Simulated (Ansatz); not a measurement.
# C2H6OSi2: one molecule under many settings

How do the results and run time of C2H6OSi2 respond when the settings are drawn wide?

Program: Ansatz 0.2.0, Gaussian basis. Level of theory: the settings change from run to run. These are calculated values, not measurements.

### Step 1. The geometry

The structure was relaxed beforehand with PBE0-D4 in a triple-zeta def2 set.

SMILES `O[SiH2]C#C[SiH3]`, 11 atoms, charge 0, spin multiplicity 1.

Atoms are counted from 1 here; the program's logs count them from 0.

Bond lengths: O1–Si2 1.641 Å, O1–H6 0.958 Å, Si2–C3 1.830 Å, Si2–H7 1.485 Å, Si2–H8 1.477 Å, C3–C4 1.215 Å, C4–Si5 1.826 Å, Si5–H9 1.483 Å, Si5–H10 1.483 Å, Si5–H11 1.483 Å. Angles: Si2–O1–H6 117.9°, O1–Si2–C3 111.3°, O1–Si2–H7 112.0°, O1–Si2–H8 106.2°, C3–Si2–H7 106.9°, C3–Si2–H8 109.7°, H7–Si2–H8 110.8°, Si2–C3–C4 179.3°, C3–C4–Si5 179.7°, C4–Si5–H9 109.2°, C4–Si5–H10 109.2°, C4–Si5–H11 109.0°, H9–Si5–H10 109.8°, H9–Si5–H11 109.7°, H10–Si5–H11 109.8°.

### Step 2. B2PLYP/def2-mTZVP

Set apart from the defaults: finite nuclei, high accuracy.

Input file in.yaml:

```yaml
crystal:
  periodic: [false, false, false]
  atoms:
    - {symbol: O, position_ang: [-1.914593, -1.887523, 1.499063]}
    - {symbol: Si, position_ang: [-0.322844, -1.495329, 1.576626]}
    - {symbol: C, position_ang: [0.129445, -0.290294, 0.275184]}
    - {symbol: C, position_ang: [0.424728, 0.521225, -0.579489]}
    - {symbol: Si, position_ang: [0.872811, 1.733012, -1.869745]}
    - {symbol: H, position_ang: [-2.553987, -1.174107, 1.511956]}
    - {symbol: H, position_ang: [0.036476, -0.879322, 2.878923]}
    - {symbol: H, position_ang: [0.421898, -2.754427, 1.369311]}
    - {symbol: H, position_ang: [1.607094, 2.861113, -1.246904]}
    - {symbol: H, position_ang: [1.730920, 1.073013, -2.883216]}
    - {symbol: H, position_ang: [-0.366647, 2.235540, -2.511109]}
basis:
  gaussian: {orbitals: def2-mTZVP, nuclear_model: gaussian}
hamiltonian: {xc: {name: B2PLYP}}
accuracy: high
```

Command:

```sh
$ ansatz run in.yaml --threads 4 --pin off --events-out ev --progress --plain --max-ram 10444MiB
```

Standard output:

```text
Functional definition: B2PLYP
  name "B2PLYP"
  cite "Grimme, J. Chem. Phys. 124, 034108 (2006) doi:10.1063/1.2148954"
  cite "Becke, Phys. Rev. A 38, 3098 (1988) doi:10.1103/PhysRevA.38.3098"
  cite "Lee, Yang & Parr, Phys. Rev. B 37, 785 (1988) doi:10.1103/PhysRevB.37.785"
  parameter a = 0.53
  parameter c = 0.27
  exchange = (1 - a)*b88_x + a*exact_x
  correlation = (1 - c)*lyp_c + c*(mp2_os + mp2_ss)
2504 factors; integrals over basis functions are off by at most 1.8e-8 eV
mean field evaluation 1: about -19952.3542 eV, gradient 5.5e1 eV
mean field evaluation 2: about -19952.4552 eV, gradient 5.5e1 eV
mean field evaluation 4: about -19958.2672 eV, gradient 6.0e0 eV
mean field evaluation 8: about -19958.3405 eV, gradient 3.6e-1 eV
mean field evaluation 16: about -19958.3408 eV, gradient 1.4e-4 eV
mean field -19958.34083288 eV, -733.4554973591 hartree, gradient 2.9e-8 eV, S^2 0.000000; 0 other end points of the search recorded, 0 dependent functions left out
13 core orbitals not correlated: weight in the atoms' cores, before any rotation towards them, 1.000 or more for the frozen orbitals, at most 0.000 for the correlated occupied ones
reference -19958.34086754 eV, -733.4554986326 hartree; 14, 14 occupied and 97, 97 virtual orbitals, 2504 factors
second order -20.96772720 eV of doubles, -0.00000000 eV of singles
Total energy: -19964.00215388 eV, -733.6635470684 hartree
```

Run time: 6 s. Hardware: 4 threads of Arm Neoverse V1, shared host; peak memory 0.56 GiB.

### Step 3. SVWN5/6-31++G**

in.yaml: that of step 2 with these lines changed.

```diff
@@ -15,4 +15,3 @@
 basis:
-  gaussian: {orbitals: def2-mTZVP, nuclear_model: gaussian}
-hamiltonian: {xc: {name: B2PLYP}}
-accuracy: high
+  gaussian: {orbitals: "6-31++G**"}
+hamiltonian: {xc: {name: SVWN5}}
```

Launched as before.

Standard output:

```text
Functional definition: SVWN5
  name "SVWN5"
  cite "Dirac, Proc. Camb. Phil. Soc. 26, 376 (1930) doi:10.1017/S0305004100016108"
  cite "Slater, Phys. Rev. 81, 385 (1951) doi:10.1103/PhysRev.81.385"
  cite "Vosko, Wilk & Nusair, Can. J. Phys. 58, 1200 (1980) doi:10.1139/p80-159"
  exchange = slater_x
  correlation = vwn5_c
1372 factors; their error is unknown
mean field evaluation 1: about -19861.3982 eV, gradient 7.7e1 eV
mean field evaluation 2: about -19816.8019 eV, gradient 1.6e2 eV
mean field evaluation 4: about -19874.3584 eV, gradient 1.4e1 eV
mean field evaluation 8: about -19874.8118 eV, gradient 7.0e-2 eV
mean field evaluation 16: about -19874.7516 eV, gradient 7.9e-5 eV
mean field -19874.75161110 eV, -730.3836501173 hartree, gradient 7.9e-5 eV, S^2 0.000000; 0 other end points of the search recorded, 0 dependent functions left out
reference -19874.75171439 eV, -730.3836539133 hartree; 27, 27 occupied and 112, 112 virtual orbitals, 1372 factors
Total energy: -19874.75171439 eV, -730.3836539133 hartree
```

Wall time 0.95 s (4 threads of Arm Neoverse V1, shared host); peak memory 0.56 GiB.

### Step 4. B2PLYP/def2-TZVPP

Set apart from the defaults: charge +1, multiplicity 2.

in.yaml: that of step 3 with these lines changed.

```diff
@@ -15,3 +15,6 @@
 basis:
-  gaussian: {orbitals: "6-31++G**"}
-hamiltonian: {xc: {name: SVWN5}}
+  gaussian: {orbitals: def2-TZVPP}
+total_charge: 1
+magnetization: {spin_polarized: true, initial_magnetization: 1}
+hamiltonian: {xc: {name: B2PLYP}}
+output: {forces: true}
```

The command is unchanged.

Standard output, cut to the lines that bear on the results:

```text
Functional definition: B2PLYP
  name "B2PLYP"
  cite "Grimme, J. Chem. Phys. 124, 034108 (2006) doi:10.1063/1.2148954"
  cite "Becke, Phys. Rev. A 38, 3098 (1988) doi:10.1103/PhysRevA.38.3098"
  cite "Lee, Yang & Parr, Phys. Rev. B 37, 785 (1988) doi:10.1103/PhysRevB.37.785"
[...]
1536 factors; integrals over basis functions are off by at most 1.1e-3 eV
[...]
mean field -19949.47270157 eV, -733.1295995443 hartree, gradient 2.1e-6 eV, S^2 0.755487; 4 other end points of the search recorded, 0 dependent functions left out
13 core orbitals not correlated: weight in the atoms' cores, before any rotation towards them, 1.000 or more for the frozen orbitals, at most 0.000 for the correlated occupied ones
reference -19949.47291398 eV, -733.1296073504 hartree; 14, 13 occupied and 234, 235 virtual orbitals, 1536 factors
second order -24.37325908 eV of doubles, -0.00000000 eV of singles
[...]
Atom 1 at    -0.322844    -1.495329     1.576626 Å, force    -1.301423    -1.303236     0.848544 eV/Å
Atom 2 at     0.129445    -0.290294     0.275184 Å, force    -0.604859    -2.244809     2.452566 eV/Å
Atom 3 at     0.424728     0.521225    -0.579489 Å, force     0.957513     2.189808    -2.303036 eV/Å
Atom 4 at     0.872811     1.733012    -1.869745 Å, force    -0.115391     1.306504    -1.357208 eV/Å
Atom 5 at    -2.553987    -1.174107     1.511956 Å, force    -0.323299    -0.043814     0.073611 eV/Å
Atom 6 at     0.036476    -0.879322     2.878923 Å, force     0.226076     0.302881    -0.200273 eV/Å
Atom 7 at     0.421898    -2.754427     1.369311 Å, force     0.204123     0.221557    -0.200698 eV/Å
Atom 8 at     1.607094     2.861113    -1.246904 Å, force     0.011929    -0.289208     0.269234 eV/Å
Atom 9 at     1.730920     1.073013    -2.883216 Å, force     0.013358    -0.270547     0.295657 eV/Å
Atom 10 at    -0.366647     2.235540    -2.511109 Å, force     0.122268    -0.258794     0.274617 eV/Å
Dipole moment:     0.283060     0.503162    -0.168527 e Å
```

It took 50 s on 4 threads of Arm Neoverse V1, shared host; peak memory 1.3 GiB.

Largest force 3.379 eV/Å, ⟨S²⟩ 0.755.

### Step 5. r2SCAN/def2-TZVP

Options: charge +1, multiplicity 2, atoms shaken by 0.08 Å, a grid of angular degree 11, D3(BJ) dispersion.

Input file in.yaml:

```yaml
crystal:
  periodic: [false, false, false]
  atoms:
    - {symbol: O, position_ang: [-1.926239, -1.959109, 1.277499]}
    - {symbol: Si, position_ang: [-0.252743, -1.525339, 1.607030]}
    - {symbol: C, position_ang: [-0.011044, -0.203833, 0.199157]}
    - {symbol: C, position_ang: [0.430558, 0.669759, -0.624405]}
    - {symbol: Si, position_ang: [0.797634, 1.664608, -1.813145]}
    - {symbol: H, position_ang: [-2.540081, -1.219062, 1.515088]}
    - {symbol: H, position_ang: [0.015423, -0.917892, 2.917113]}
    - {symbol: H, position_ang: [0.490523, -2.680479, 1.386183]}
    - {symbol: H, position_ang: [1.507366, 2.809476, -1.194379]}
    - {symbol: H, position_ang: [1.628841, 0.988525, -2.875110]}
    - {symbol: H, position_ang: [-0.398091, 2.264830, -2.517319]}
basis:
  gaussian: {orbitals: def2-TZVP, final_grid: {core_spheres: 5, valence_spheres: 4, degree: 11}}
total_charge: 1
magnetization: {spin_polarized: true, initial_magnetization: 1}
hamiltonian: {xc: {name: r2SCAN}, dispersion: d3bj}
output: {forces: true}
```

Same command.

Standard output, cut to the lines that bear on the results:

```text
Warning: the engine holds no damping parameters fitted to this dispersion correction and functional, so the run takes those fitted to r2scan beside the three-body term, which d3bj leaves out (hamiltonian.dispersion, under Limitations)
Functional definition: r2SCAN
  name "r2SCAN"
  cite "Furness, Kaplan, Ning, Perdew & Sun, J. Phys. Chem. Lett. 11, 8208 (2020) doi:10.1021/acs.jpclett.0c02405"
  cite "Furness, Kaplan, Ning, Perdew & Sun, J. Phys. Chem. Lett. 11, 9248 (2020) doi:10.1021/acs.jpclett.0c03077"
  parent r2scan
[...]
1279 factors; their error is unknown
[...]
mean field -19961.00508443 eV, -733.5534067976 hartree, gradient 6.5e-6 eV, S^2 0.759093; 5 other end points of the search recorded, 0 dependent functions left out
[...]
reference -19961.00509948 eV, -733.5534073508 hartree; 27, 26 occupied and 176, 177 virtual orbitals, 1279 factors
Total energy: -19961.07187110 eV, -733.5558611623 hartree
Atom 0 at    -1.926239    -1.959109     1.277499 Å, force     1.807410     1.657103     0.585126 eV/Å
Atom 1 at    -0.252743    -1.525339     1.607030 Å, force    -3.014296     1.083531    -0.827005 eV/Å
Atom 2 at    -0.011044    -0.203833     0.199157 Å, force     1.512356     0.926915    -0.230539 eV/Å
Atom 3 at     0.430558     0.669759    -0.624405 Å, force    -3.820462    -7.037493     7.285256 eV/Å
Atom 4 at     0.797634     1.664608    -1.813145 Å, force     2.686648     4.715353    -6.972895 eV/Å
Atom 5 at    -2.540081    -1.219062     1.515088 Å, force     0.229722    -0.832449    -0.164347 eV/Å
Atom 6 at     0.015423    -0.917892     2.917113 Å, force    -0.103132     0.271536    -0.061223 eV/Å
Atom 7 at     0.490523    -2.680479     1.386183 Å, force     0.967444    -1.299046    -0.540732 eV/Å
Atom 8 at     1.507366     2.809476    -1.194379 Å, force     0.133330     0.387026     0.146675 eV/Å
Atom 9 at     1.628841     0.988525    -2.875110 Å, force    -0.192757     0.163435     0.424982 eV/Å
Atom 10 at    -0.398091     2.264830    -2.517319 Å, force    -0.206264    -0.035911     0.354700 eV/Å
Dipole moment:     0.082287     0.460174     0.012569 e Å
```

Run time: 16 s. Hardware: 4 threads of Arm Neoverse V1, shared host; peak memory 0.56 GiB.

Largest force 10.826 eV/Å, ⟨S²⟩ 0.759.

### Step 6. B97M-V/x2c-TZVPPall

Input file in.yaml:

```yaml
crystal:
  periodic: [false, false, false]
  atoms:
    - {symbol: O, position_ang: [-1.914593, -1.887523, 1.499063]}
    - {symbol: Si, position_ang: [-0.322844, -1.495329, 1.576626]}
    - {symbol: C, position_ang: [0.129445, -0.290294, 0.275184]}
    - {symbol: C, position_ang: [0.424728, 0.521225, -0.579489]}
    - {symbol: Si, position_ang: [0.872811, 1.733012, -1.869745]}
    - {symbol: H, position_ang: [-2.553987, -1.174107, 1.511956]}
    - {symbol: H, position_ang: [0.036476, -0.879322, 2.878923]}
    - {symbol: H, position_ang: [0.421898, -2.754427, 1.369311]}
    - {symbol: H, position_ang: [1.607094, 2.861113, -1.246904]}
    - {symbol: H, position_ang: [1.730920, 1.073013, -2.883216]}
    - {symbol: H, position_ang: [-0.366647, 2.235540, -2.511109]}
basis:
  gaussian: {orbitals: x2c-TZVPPall}
hamiltonian: {xc: {name: B97M-V}}
```

Same command.

Standard output, cut to the lines that bear on the results:

```text
Functional definition: B97M-V
  name "B97M-V"
  cite "Mardirossian & Head-Gordon, J. Chem. Phys. 142, 074111 (2015) doi:10.1063/1.4907719"
  cite "Becke, J. Chem. Phys. 107, 8554 (1997) doi:10.1063/1.475007"
  cite "Vydrov & Van Voorhis, J. Chem. Phys. 133, 244103 (2010) doi:10.1063/1.3521275"
  # Of w^i u^j: cxij and so on, Table III.
[...]
  gx(w, u) = cx00 + cx01*u + cx02*u^2 + (cx10 + cx11*u)*w
  gss(w, u) = css00 + css02*u^2 + css10*w + (css32*w^3 + css42*w^4)*u^2
  gos(w, u) = cos00 + cos01*u + cos03*u^3 + cos10*w + cos32*w^3*u^2
[...]
      + integral(e_c_pw_mod_opposite_spin*gos(b97_w_opposite, b97_u_opposite)) + vv10(b, c)
1469 factors; their error is unknown
[...]
mean field -20006.45236061 eV, -735.2235633921 hartree, gradient 5.3e-5 eV, S^2 0.000000; 0 other end points of the search recorded, 0 dependent functions left out
reference -20006.45243505 eV, -735.2235661277 hartree; 27, 27 occupied and 234, 234 virtual orbitals, 1469 factors
Total energy: -20006.45243505 eV, -735.2235661277 hartree
Relativity: scalar
```

It took 8.5 s on 4 threads of Arm Neoverse V1, shared host; peak memory 0.56 GiB.

### Step 7. B97/6-31++G**

Options: multiplicity 3, density fitting with cc-pVTZ-jkfit.

in.yaml: that of step 6 with these lines changed.

```diff
@@ -15,3 +15,4 @@
 basis:
-  gaussian: {orbitals: x2c-TZVPPall}
-hamiltonian: {xc: {name: B97M-V}}
+  gaussian: {orbitals: "6-31++G**", fitting: {mean_field: cc-pVTZ-jkfit}}
+magnetization: {spin_polarized: true, initial_magnetization: 2}
+hamiltonian: {xc: {name: B97}}
```

Launched as before.

Standard output, cut to the lines that bear on the results:

```text
Functional definition: B97
  name "B97"
  cite "Becke, J. Chem. Phys. 107, 8554 (1997) doi:10.1063/1.475007"
[...]
      + integral(e_c_pw_opposite_spin*poly(b97_u_opposite, cos0, cos1, cos2))
659 factors; integrals over basis functions are off by at most 1.7e-1 eV
[...]
mean field -19964.66359638 eV, -733.6878546318 hartree, gradient 7.9e-6 eV, S^2 2.004963; 4 other end points of the search recorded, 0 dependent functions left out
reference -19964.66368636 eV, -733.6878579388 hartree; 28, 26 occupied and 111, 113 virtual orbitals, 659 factors
Total energy: -19964.66368636 eV, -733.6878579388 hartree
```

Run time: 37 s. Hardware: 4 threads of Arm Neoverse V1, shared host; peak memory 0.56 GiB.

⟨S²⟩ 2.005.

### Step 8. PBE/STO-3G

in.yaml: that of step 7 with these lines changed.

```diff
@@ -15,4 +15,4 @@
 basis:
-  gaussian: {orbitals: "6-31++G**", fitting: {mean_field: cc-pVTZ-jkfit}}
-magnetization: {spin_polarized: true, initial_magnetization: 2}
-hamiltonian: {xc: {name: B97}}
+  gaussian: {orbitals: STO-3G}
+hamiltonian: {xc: {name: PBE}}
+output: {forces: true}
```

The command is unchanged.

Standard output, cut to the lines that bear on the results:

```text
Functional definition: PBE
  name "PBE"
  cite "Perdew, Burke & Ernzerhof, Phys. Rev. Lett. 77, 3865 (1996) doi:10.1103/PhysRevLett.77.3865"
  parent pbe
[...]
473 factors; integrals over basis functions are off by at most 4.7e-5 eV
[...]
mean field -19721.56168162 eV, -724.7540240450 hartree, gradient 2.7e-5 eV, S^2 0.000000; 0 other end points of the search recorded, 0 dependent functions left out
[...]
reference -19721.56170787 eV, -724.7540250095 hartree; 27, 27 occupied and 12, 12 virtual orbitals, 473 factors
Total energy: -19721.56170787 eV, -724.7540250095 hartree
Atom 0 at    -1.914593    -1.887523     1.499063 Å, force     0.237484    -4.251398    -0.230383 eV/Å
Atom 1 at    -0.322844    -1.495329     1.576626 Å, force     1.495562     0.740235     0.422840 eV/Å
Atom 2 at     0.129445    -0.290294     0.275184 Å, force    -0.016454    -0.651601     0.768301 eV/Å
Atom 3 at     0.424728     0.521225    -0.579489 Å, force     0.274042     0.825933    -0.896905 eV/Å
Atom 4 at     0.872811     1.733012    -1.869745 Å, force     0.099250     0.324996    -0.345826 eV/Å
Atom 5 at    -2.553987    -1.174107     1.511956 Å, force    -1.733270     3.137613     0.133532 eV/Å
Atom 6 at     0.036476    -0.879322     2.878923 Å, force     0.075140    -0.174803    -0.315360 eV/Å
Atom 7 at     0.421898    -2.754427     1.369311 Å, force    -0.321605     0.368400     0.126826 eV/Å
Atom 8 at     1.607094     2.861113    -1.246904 Å, force    -0.302679    -0.453194    -0.298963 eV/Å
Atom 9 at     1.730920     1.073013    -2.883216 Å, force    -0.354173     0.313161     0.399275 eV/Å
Atom 10 at    -0.366647     2.235540    -2.511109 Å, force     0.546703    -0.179343     0.236663 eV/Å
Dipole moment:    -0.084178     0.217398     0.017515 e Å
```

Run time: 0.55 s. Hardware: 4 threads of Arm Neoverse V1, shared host; peak memory 0.56 GiB.

Largest force 4.264 eV/Å, dipole 1.12 D.

### Step 9. PBE0/def2-TZVP

Set apart from the defaults: density fitting with cc-pVTZ-jkfit, high accuracy.

in.yaml: that of step 8 with these lines changed.

```diff
@@ -15,4 +15,5 @@
 basis:
-  gaussian: {orbitals: STO-3G}
-hamiltonian: {xc: {name: PBE}}
+  gaussian: {orbitals: def2-TZVP, fitting: {mean_field: cc-pVTZ-jkfit}}
+hamiltonian: {xc: {name: PBE0}}
+accuracy: high
 output: {forces: true}
```

Launched as before.

Standard output, cut to the lines that bear on the results:

```text
Functional definition: PBE0
  name "PBE0"
  cite "Adamo & Barone, J. Chem. Phys. 110, 6158 (1999) doi:10.1063/1.478522"
  cite "Perdew, Burke & Ernzerhof, Phys. Rev. Lett. 77, 3865 (1996) doi:10.1103/PhysRevLett.77.3865"
  parent pbe
[...]
659 factors; integrals over basis functions are off by at most 6.8e-1 eV
[...]
mean field -19964.32647169 eV, -733.6754655280 hartree, gradient 8.5e-8 eV, S^2 0.000000; 0 other end points of the search recorded, 0 dependent functions left out
[...]
reference -19964.32647550 eV, -733.6754656680 hartree; 27, 27 occupied and 176, 176 virtual orbitals, 659 factors
Total energy: -19964.32647550 eV, -733.6754656680 hartree
Atom 0 at    -1.914593    -1.887523     1.499063 Å, force    -0.006680    -0.006998     0.003891 eV/Å
Atom 1 at    -0.322844    -1.495329     1.576626 Å, force     0.001465    -0.009753     0.015433 eV/Å
Atom 2 at     0.129445    -0.290294     0.275184 Å, force     0.001162    -0.003046     0.002759 eV/Å
Atom 3 at     0.424728     0.521225    -0.579489 Å, force     0.003890     0.006134    -0.006817 eV/Å
Atom 4 at     0.872811     1.733012    -1.869745 Å, force     0.003136     0.009435    -0.009941 eV/Å
Atom 5 at    -2.553987    -1.174107     1.511956 Å, force    -0.001268    -0.000130     0.000709 eV/Å
Atom 6 at     0.036476    -0.879322     2.878923 Å, force    -0.001910    -0.000660     0.001056 eV/Å
Atom 7 at     0.421898    -2.754427     1.369311 Å, force    -0.002454    -0.001256    -0.000612 eV/Å
Atom 8 at     1.607094     2.861113    -1.246904 Å, force     0.001287     0.001971    -0.002273 eV/Å
Atom 9 at     1.730920     1.073013    -2.883216 Å, force     0.001248     0.002101    -0.001911 eV/Å
Atom 10 at    -0.366647     2.235540    -2.511109 Å, force     0.000124     0.002201    -0.002295 eV/Å
Dipole moment:    -0.083471     0.277383    -0.012350 e Å
```

Wall time 4.2 s (4 threads of Arm Neoverse V1, shared host); peak memory 0.56 GiB.

Largest force 0.018 eV/Å, dipole 1.39 D.

### Step 10. RPA/aug-cc-pVTZ

Options: multiplicity 3, atoms shaken by 0.08 Å.

Input file in.yaml:

```yaml
crystal:
  periodic: [false, false, false]
  atoms:
    - {symbol: O, position_ang: [-1.971317, -2.037185, 1.388575]}
    - {symbol: Si, position_ang: [-0.218894, -1.540548, 1.589423]}
    - {symbol: C, position_ang: [0.045210, -0.269050, 0.234201]}
    - {symbol: C, position_ang: [0.392091, 0.579440, -0.592802]}
    - {symbol: Si, position_ang: [0.892559, 1.780913, -1.797922]}
    - {symbol: H, position_ang: [-2.615608, -1.237817, 1.548463]}
    - {symbol: H, position_ang: [-0.065572, -0.958761, 2.909407]}
    - {symbol: H, position_ang: [0.405993, -2.727416, 1.401001]}
    - {symbol: H, position_ang: [1.588112, 2.840871, -1.239751]}
    - {symbol: H, position_ang: [1.766220, 1.056603, -2.930011]}
    - {symbol: H, position_ang: [-0.254088, 2.155979, -2.460310]}
basis:
  gaussian: {orbitals: aug-cc-pVTZ}
magnetization: {spin_polarized: true, initial_magnetization: 2}
hamiltonian: {xc: {name: HF}}
correlation: {method: rpa}
```

Same command.

Standard output, cut to the lines that bear on the results:

```text
Functional definition: HF
  name "HF"
  cite "Fock, Z. Phys. 61, 126 (1930) doi:10.1007/BF01340294"
  parent pbe
[...]
2133 factors; integrals over basis functions are off by at most 1.0e-3 eV
[...]
mean field -19915.12212639 eV, -731.8672391903 hartree, gradient 2.9e-7 eV, S^2 2.017897; 9 other end points of the search recorded, 0 dependent functions left out
13 core orbitals not correlated: weight in the atoms' cores, before any rotation towards them, 1.000 or more for the frozen orbitals, at most 0.000 for the correlated occupied ones
reference -19915.12212639 eV, -731.8672391903 hartree; 15, 13 occupied and 348, 350 virtual orbitals, 2133 factors
Total energy: -19940.85923193 eV, -732.8130603736 hartree
```

It took 2.9 min on 4 threads of Arm Neoverse V1, shared host; peak memory 2 GiB.

⟨S²⟩ 2.018.

### Step 11. The runs in one table

```csv
level,charge,multiplicity,geometry,functions,energy (eV),time
B2PLYP/def2-mTZVP,0,1,relaxed,124,-19964.002,6 s
SVWN5/6-31++G**,0,1,relaxed,139,-19874.752,0.95 s
B2PLYP/def2-TZVPP,1,2,relaxed,261,-19956.054,50 s
r2SCAN/def2-TZVP,1,2,shaken,203,-19961.072,16 s
B97M-V/x2c-TZVPPall,0,1,relaxed,261,-20006.452,8.5 s
B97/6-31++G**,0,3,relaxed,139,-19964.664,37 s
PBE/STO-3G,0,1,relaxed,39,-19721.562,0.55 s
PBE0/def2-TZVP,0,1,relaxed,203,-19964.326,4.2 s
RPA/aug-cc-pVTZ,0,3,shaken,376,-19940.859,2.9 min
```

### Step 12. Outcome

| quantity | value |
| --- | --- |
| runs | 9 |
| quickest | PBE/STO-3G, 0.55 s |
| slowest | RPA/aug-cc-pVTZ, 2.9 min |
| spread of total energies, same state and geometry | 284.9 eV |
| dipole, same state and geometry | 1.12 to 1.39 D |

RPA/aug-cc-pVTZ took 312 times as long as PBE/STO-3G. The jobs differ in tasks and options as well as level. The totals spread over 285 eV; they can't be compared across methods or bases. Some of these runs are scalar-relativistic and others not, which shifts the totals of all-electron atoms past neon by several eV an atom and more; core potentials, where a basis has them, take the core out of the total altogether. At the PBE0-D4/def2-TZVP geometry and in the same state, the sound runs without point charges leave forces up to 4.26 eV/Å (PBE/STO-3G).
